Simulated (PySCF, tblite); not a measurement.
# C₂H₇F₃NSi₂ radical: geometry, infrared bands and EPR parameters

Wanted: the infrared bands and EPR parameters of C₂H₇F₃NSi₂ radical (`FC(F)(F)CN[SiH2][SiH2]`), by calculation.

The runs use tblite 0.8.0 and PySCF 2.14.0, with density-fitted response routines of our own; the level of theory stands in each step. All values are computed, except where a source is named. Atoms count from 0, in the outputs and in this text.

### 1 Starting geometry

15 atoms, charge 0, multiplicity 2; geometry from: force field or distance geometry start.

Bonds of the start (Å): F0–C1 1.39, C1–F2 1.36, C1–F3 1.40, C1–C4 1.53, C4–N5 1.42, N5–Si6 1.76, Si6–Si7 2.22, C4–H8 1.12, C4–H9 1.11, N5–H10 1.06, Si6–H11 1.46, Si6–H12 1.50, Si7–H13 1.49, Si7–H14 1.45.

### 2 Geometry optimisation with GFN2-xTB

Job settings and geometry (Å):

```
{"job": {"kind": "relax", "xc": "GFN2-xTB", "basis": "xTB"}, "charge": 0, "multiplicity": 2}
F     -2.417800     1.137400    -0.226100
C     -1.692200     0.084000    -0.769200
F     -0.757500     0.543400    -1.646300
F     -2.629400    -0.648400    -1.500600
C     -1.088600    -0.791800     0.331700
N     -0.220300    -0.028000     1.148100
Si     1.162100     0.743300     0.383100
Si     2.671000    -0.644700    -0.470000
H     -1.962300    -1.091300     0.968100
H     -0.628100    -1.688700    -0.124900
H     -0.792300     0.715000     1.649200
H      0.849000     1.780800    -0.591800
H      1.876800     1.458800     1.489400
H      3.515300     0.158400    -1.400800
H      2.110100    -1.720300    -1.273000
```

On the command line:

```console
$ OMP_NUM_THREADS=1 python probes_run.py task.json out
```

One launch serves the whole session: the jobs run in the order shown.

Standard output:

```text
step      E/eV     max force
  0    -772.27830    1.851
  1    -772.49687    0.955
  2    -772.57531    0.584
  3    -772.61052    0.584
  4    -772.65258    0.493
  5    -772.68146    0.643
  6    -772.72031    0.494
  7    -772.74711    0.430
  8    -772.77181    0.373
  9    -772.79231    0.425
 10    -772.80938    0.375
 11    -772.82154    0.262
 12    -772.83077    0.241
 13    -772.83834    0.234
 14    -772.84477    0.211
 15    -772.85019    0.169
 16    -772.85477    0.150
 17    -772.85862    0.144
 18    -772.86188    0.128
 19    -772.86460    0.143
 20    -772.86714    0.151
 21    -772.87016    0.156
 22    -772.87388    0.190
 23    -772.87757    0.148
 24    -772.88036    0.117
 25    -772.88222    0.111
 26    -772.88377    0.100
 27    -772.88537    0.096
 28    -772.88659    0.078
 29    -772.88728    0.057
 30    -772.88781    0.053
 31    -772.88850    0.078
 32    -772.88951    0.090
 33    -772.89087    0.107
 34    -772.89232    0.116
 35    -772.89367    0.106
 36    -772.89488    0.087
 37    -772.89597    0.090
 38    -772.89690    0.074
 39    -772.89768    0.078
 40    -772.89837    0.067
 41    -772.89904    0.083
 42    -772.89966    0.076
 43    -772.90019    0.057
 44    -772.90066    0.056
 45    -772.90105    0.049
 46    -772.90134    0.041
 47    -772.90159    0.040
 48    -772.90185    0.039
 49    -772.90207    0.042
 50    -772.90222    0.029
 51    -772.90235    0.026
 52    -772.90248    0.034
 53    -772.90268    0.044
 54    -772.90295    0.047
 55    -772.90331    0.054
 56    -772.90381    0.062
 57    -772.90460    0.080
 58    -772.90578    0.116
 59    -772.90736    0.124
 60    -772.90900    0.097
 61    -772.91006    0.081
 62    -772.91060    0.133
 63    -772.91134    0.075
 64    -772.91205    0.034
 65    -772.91286    0.050
 66    -772.91333    0.061
 67    -772.91362    0.039
 68    -772.91386    0.038
 69    -772.91403    0.043
 70    -772.91426    0.057
 71    -772.91448    0.049
 72    -772.91467    0.030
 73    -772.91475    0.025
 74    -772.91482    0.022
 75    -772.91490    0.020
 76    -772.91496    0.015
 77    -772.91501    0.015
 78    -772.91505    0.016
 79    -772.91510    0.019
 80    -772.91517    0.017
 81    -772.91522    0.014
 82    -772.91526    0.011
 83    -772.91528    0.010
```

It took 0.65 s on 1 thread of Arm Neoverse V1, shared host; peak memory 0.17 GiB.

Along the way: (not every step is listed)

| step | energy from step 0 (eV) | largest force (eV/Å) |
| --- | --- | --- |
| 0 | 0.0000 | 1.8515 |
| 1 | -0.2186 | 0.9547 |
| 2 | -0.2970 | 0.5841 |
| 3 | -0.3322 | 0.5840 |
| 4 | -0.3743 | 0.4928 |
| 5 | -0.4032 | 0.6433 |
| 6 | -0.4420 | 0.4937 |
| 7 | -0.4688 | 0.4297 |
| 8 | -0.4935 | 0.3728 |
| 15 | -0.5719 | 0.1691 |
| 22 | -0.5956 | 0.1901 |
| 29 | -0.6090 | 0.0570 |
| 36 | -0.6166 | 0.0873 |
| 43 | -0.6219 | 0.0569 |
| 50 | -0.6239 | 0.0291 |
| 57 | -0.6263 | 0.0804 |
| 64 | -0.6338 | 0.0342 |
| 71 | -0.6362 | 0.0486 |
| 78 | -0.6368 | 0.0156 |
| 79 | -0.6368 | 0.0190 |
| 80 | -0.6369 | 0.0171 |
| 81 | -0.6369 | 0.0139 |
| 82 | -0.6370 | 0.0107 |
| 83 | -0.6370 | 0.0100 |

Distances of close pairs at the start and the end, largest changes first:

| bond | before (Å) | after (Å) | change (Å) |
| --- | --- | --- | --- |
| N5–H10 | 1.063 | 1.009 | -0.054 |
| C1–F3 | 1.396 | 1.343 | -0.054 |
| Si6–Si7 | 2.221 | 2.274 | +0.053 |
| F0–C1 | 1.390 | 1.341 | -0.049 |
| Si6–H12 | 1.499 | 1.469 | -0.030 |
| Si7–H13 | 1.491 | 1.465 | -0.027 |
| C4–H8 | 1.122 | 1.096 | -0.025 |
| Si6–H11 | 1.458 | 1.478 | +0.020 |

The end geometry stands in the next job.

### 3 Harmonic vibrations with GFN2-xTB

Job settings and geometry (Å):

```
{"job": {"kind": "ir", "xc": "GFN2-xTB", "basis": "xTB"}, "charge": 0, "multiplicity": 2}
F     -2.520903     1.038215    -0.251709
C     -1.849953    -0.004880    -0.761331
F     -1.103676     0.475917    -1.768275
F     -2.762703    -0.816152    -1.319553
C     -1.007768    -0.722390     0.296271
N     -0.173557     0.161065     1.040274
Si     1.221570     0.948483     0.349646
Si     2.446062    -0.734490    -0.566495
H     -1.708572    -1.255493     0.949277
H     -0.388455    -1.453827    -0.232469
H     -0.709451     0.718581     1.688067
H      0.817619     2.100429    -0.483402
H      1.849195     1.512674     1.551475
H      3.882928    -0.518217    -0.749896
H      2.003250    -1.441925    -1.775100
```

Standard output:

```text
mode    cm-1     km/mol
  1      26.0      0.85
  2      38.8      0.41
  3      94.0      2.38
  4     114.8      1.72
  5     127.9      0.96
  6     214.0      0.85
  7     265.8      5.34
  8     347.0      6.97
  9     365.2     46.67
 10     392.9      2.00
 11     405.6     26.13
 12     447.6     18.07
 13     470.9     11.31
 14     485.6     12.56
 15     511.0      0.85
 16     548.8     70.64
 17     588.4      4.65
 18     625.8    121.35
 19     698.6    366.38
 20     773.4    228.33
 21     795.7     21.21
 22     810.8    288.42
 23     840.3    135.62
 24     931.2    106.41
 25    1066.1    209.33
 26    1075.5    218.78
 27    1168.1    155.01
 28    1174.1     78.87
 29    1196.5     89.80
 30    1297.2      9.33
 31    1377.5     41.15
 32    1440.9      2.73
 33    2092.7    329.00
 34    2186.0      2.87
 35    2203.1    535.15
 36    2235.5    388.64
 37    2933.6     23.56
 38    2956.0     17.29
 39    3450.6      1.54
```

Wall time 0.59 s (1 thread of Arm Neoverse V1, shared host); peak memory 0.17 GiB.

Which atoms move in the most intense modes:

| cm⁻¹ | km/mol | atoms |
| --- | --- | --- |
| 699 | 366.4 | H11 42 %, H12 38 % |
| 773 | 228.3 | Si6 33 %, N5 26 %, C4 13 % |
| 811 | 288.4 | H14 38 %, H13 35 %, H12 10 %, H11 10 % |
| 1066 | 209.3 | C1 66 %, F3 15 % |
| 1076 | 218.8 | C1 44 %, H8 13 %, H9 12 % |
| 2093 | 329.0 | H11 94 % |
| 2203 | 535.1 | H14 52 %, H12 42 % |
| 2236 | 388.6 | H13 96 % |

### 4 g tensor and hyperfine couplings: B3LYP/pcH-1

Settings changed since step 3:

```diff
@@ -1,2 +1,2 @@
-{"job": {"kind": "ir", "xc": "GFN2-xTB", "basis": "xTB"}, "charge": 0, "multiplicity": 2}
+{"job": {"kind": "epr", "basis": "pcH-1"}, "charge": 0, "multiplicity": 2}
 F     -2.520903     1.038215    -0.251709
```

Level: UKS B3LYP, pcH-1 on C F H N Si, non-relativistic, mean-field spin-orbit, GIAO.

Standard output:

```text
UKS, coarse grid
  cycle   1  E = -1013.55044531  |g| = 7.03e-01
  cycle   2  E = -1013.33486058  |g| = 1.11e+00
  cycle   3  E = -1013.70982289  |g| = 4.86e-02
  cycle   4  E = -1013.71044161  |g| = 2.77e-02
  cycle   5  E = -1013.71074574  |g| = 7.57e-03
  cycle   6  E = -1013.71076525  |g| = 2.26e-03
  cycle   7  E = -1013.71076773  |g| = 7.78e-04
UKS, final grid
  cycle   1  E = -1013.71085814  |g| = 1.11e-03
  cycle   2  E = -1013.71085750  |g| = 1.74e-03
  cycle   3  E = -1013.71085864  |g| = 1.07e-04
  cycle   4  E = -1013.71085864  |g| = 3.00e-05
  cycle   5  E = -1013.71085865  |g| = 1.09e-05
E = -1013.71085865 Eh   <S^2> = 0.7524 (exact 0.7500)
g shifts (ppm)      1          2          3
  rmc          -119       -119       -119
  gc              5         32         37
  oz_so         -78       2346       3493
  total        -193       2259       3410
hyperfine (MHz)  atom isotope    a_iso     a_fc   dipolar eigenvalues
    0   19F       1.72       1.72     -1.04     -0.81      1.85
    1   13C      -0.26      -0.26     -0.20     -0.19      0.38
    2   19F       1.11       1.11     -1.76     -0.80      2.56
    3   19F      -0.00      -0.01     -0.54     -0.48      1.02
    4   13C       0.96       0.96     -0.61     -0.21      0.82
    5   14N       2.45       2.45     -0.30     -0.11      0.41
    6  29Si      -4.07      -4.11     -7.63      2.34      5.29
    7  29Si    -332.73    -333.72   -178.10     88.15     89.95
    8    1H      -0.22      -0.22     -0.99     -0.82      1.80
    9    1H      -0.43      -0.44     -3.04     -2.57      5.61
   10    1H      -1.65      -1.65     -1.31     -0.80      2.10
   11    1H      60.04      60.04     -2.48     -0.10      2.58
   12    1H      -3.07      -3.07     -2.39     -1.25      3.63
   13    1H     -10.93     -10.96    -10.63      2.09      8.53
   14    1H       1.10       1.06    -10.60      2.38      8.22
```

Wall time 2.2 min (1 thread of Arm Neoverse V1, shared host); peak memory 0.97 GiB.

Principal g values 2.00213, 2.00458, 2.00573; g(iso) = 2.00414, against 2.00232 for a free electron.

Hyperfine couplings; where a row names several nuclei, a(iso) is their mean (it holds for fast rotation or exchange) and the dipolar term the largest among them:

| nuclei | isotope | a(iso) (MHz) | a(iso) (G, at g = 2.0023) | largest dipolar term (MHz) |
| --- | --- | --- | --- | --- |
| Si7 | 29Si | -332.7 | -118.7 | -178.1 |
| H11, H12 | 1H | 28.5 | 10.2 | 3.6 |
| H13, H14 | 1H | -4.9 | -1.8 | -10.6 |
| Si6 | 29Si | -4.1 | -1.5 | -7.6 |
| N5 | 14N | 2.4 | 0.9 | 0.4 |
| H10 | 1H | -1.6 | -0.6 | 2.1 |
| C4 | 13C | 1.0 | 0.3 | 0.8 |
| F0, F2, F3 | 19F | 0.9 | 0.3 | 2.6 |
| H8, H9 | 1H | -0.3 | -0.1 | 5.6 |
| C1 | 13C | -0.3 | -0.1 | 0.4 |

Mulliken spin populations:

F0 0.00; C1 0.00; F2 0.00; F3 0.00; C4 0.00; N5 0.00; Si6 0.02; Si7 1.00; H8 0.00; H9 0.00; H10 0.00; H11 0.03; H12 0.00; H13 -0.02; H14 -0.02

In first order the couplings over 0.8 MHz of 1H, 14N, 19F give 216 distinct lines over 27.2 G, if the averaged nuclei exchange fast; the same motion can average rows kept apart here too.

The fields below are evaluated on a grid from the run's orbitals.

ELF in a plane through or near 5 of the atoms.

Ten even steps from ' ' (0.00) to '@' (1.00):
```
                                                        
                                                        
                ::++++--                                
              --%%@@@@##..                              
            ..##@@@@@@@@..                              
            ..**@@@@@@@@::    ::..                      
              ..##@@++....----==    ::--::              
                --==::##  ####++  ..**##++::            
        ....  ..++**..**..##**--  ..++##**--            
      ==##%%++--**@@%%--::--::..++++====::..            
    ::@@@@@@@@**..--%%%%..    ::%%==..::....            
    ==@@@@@@@@**::..--==      ..++==++####**..          
    ::%%@@@@@@++::++%%++          ..**==####..          
      ==##%%==--%%@@@@@@          ..##%%%%++            
              --@@@@@@@@--          --==--..            
              --@@@@@@@@--            ..                
              ..++%%%%**                                
                  ::..                                  
                                                        
                                                        
```
The map spans 12.9 Å across and 9.7 Å up, centred on the molecule. Atoms in the plane (x, y in Å): F3 (2.8, -1.4), Si6 (-1.2, 1.0), H12 (-1.9, 2.2), H13 (-3.9, -0.8), H14 (-2.0, -2.2).

log10 of the density (e/Å³) in the same plane.

Ten even steps from ' ' (-4.0) to '@' (1.8):
```
                                                        
                ..........                              
            ....::----::::....                          
            ..::--======--::::....                      
          ..::--==++++++==------::::..                  
          ..::--++******++======------::::..            
          ..::--++******++++++++======++==--..          
      ....::--==++**##@@******++++++****++==::          
    ..::::--====++**##%%******++++++**##**==::          
    ::----==++++++******++++++++********++==::          
  ..::--++++**********++++==++++######**++==--..        
  ..::==++******####**++======++**########++--..        
  ..::--==++**********++==--====++++##@@%%**==::        
    ::----==++++******++==------==++**####++--..        
    ..::::----==++****++--::::::::--==++++==::          
      ....::----==++++==--::......::------::            
          ..::::--------::..                            
            ....::::::::..                              
                  ..                                    
                                                        
```
The map spans 12.9 Å across and 9.7 Å up, centred on the molecule. Atoms in the plane (x, y in Å): F3 (2.8, -1.4), Si6 (-1.2, 1.0), H12 (-1.9, 2.2), H13 (-3.9, -0.8), H14 (-2.0, -2.2).

On the surface of density 0.002 e/bohr³ the electrostatic potential runs, from the 1st to the 99th percentile, from -0.61 V near N5 to 1.64 V near H10.

The spin density lies nearest to Si7 68 %; H13 10 %; H14 8 %.

### 5 Outcome

| quantity | value |
| --- | --- |
| strongest single infrared mode (GFN2-xTB) | 2203 cm⁻¹, 535 km/mol |
| zero-point energy (GFN2-xTB) | 55.4 kcal/mol |
| g(iso) (B3LYP) | 2.00414 |
| ⟨S²⟩ | 0.752 (exact 0.75) |
| largest a(iso) (averaged by class) | 29Si on Si7, -332.7 MHz |
| potential on the surface of density 0.002 e/bohr³, 1st and 99th percentile | -0.61 V and 1.64 V |

What this shows: Relaxing lowered the energy by 0.637 eV in 83 steps; the close pair that moved most is N5–H10, from 1.063 to 1.009 Å. All 39 modes are real, so the xTB geometry is a minimum. The strongest single mode, at 2203 cm⁻¹, moves mainly H14 and H12. Unscaled tight-binding wavenumbers are off by several per cent, some by more. Its intensities can rank the bands wrongly. Si7 carries the largest spin population, 1.00 e. The isotropic g lies 1.8 ppt above the free-electron value. These values are for one conformer; the search (at its own cheap level) found 2 more, at 0.01, 2.69 kcal/mol (those within 0.05 may be mirror or relabelled copies), and measured spectra average over such forms.
